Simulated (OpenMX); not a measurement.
Runs of OpenMX 3.8.5 on NbCu. Symmetry: Fm-3m, No. 225, cubic system. Conventional cell: a = 5.124 Å, b = 5.124 Å, c = 5.124 Å, α = 90.00°, β = 90.00°, γ = 90.00°. Nb (site symmetry m-3m) is surrounded by 6 Cu at 2.56 Å. Cu (site symmetry m-3m) has 6 Nb at 2.56 Å as nearest neighbours. The cell was built by a generator and needn't be a form met in nature.

```csv
task,level,potentials or basis,gap on the mesh (eV),pressure (GPa)
single point,PBE,"OpenMX 2013 PBE set, Nb7.0-s3p2d2, Cu6.0H-s3p2d2, grid cutoff 500 Ry",none,1.6
single point,PBE+D3,"OpenMX 2013 PBE set, Nb7.0-s3p2d2, Cu6.0H-s3p2d2, grid cutoff 500 Ry",none,-3.5
band structure,PBE,"OpenMX 2013 PBE set, Nb7.0-s3p2d2, Cu6.0H-s3p2d2, grid cutoff 500 Ry",-,1.5
single point,PBE+D4,"OpenMX 2013 PBE set, Nb7.0-s3p2d2, Cu6.0H-s3p2d2, grid cutoff 500 Ry",none,-1.7
single point,PBE+D3(BJ),"OpenMX 2013 PBE set, Nb7.0-s3p2d2, Cu6.0H-s3p2d2, grid cutoff 500 Ry",none,(b)
band structure,PBE,"OpenMX 2013 PBE set, Nb7.0-s3p2d1, Cu6.0H-s2p2d1, grid cutoff 500 Ry",-,(a)
```

Alike in all rows: no spin polarisation; cell as given; k mesh 7 × 7 × 7; smearing fermi-dirac 0.05 eV.

Task: Estimate the missing entries.

Result: (a) 0.4; (b) -4.0.

Caveats: the basis of atomic orbitals isn't converged, which shifts pressures, moduli and gaps; pairwise dispersion overbinds metals, which lowers pressure and volume (some runs); the transition metal has a single d function, too few for pressures, volumes and moments (some runs).

A k mesh can miss the band edges, and the runs leave out spin-orbit coupling on Nb.

A gap of «none» marks a metal or a gap under the smearing width.
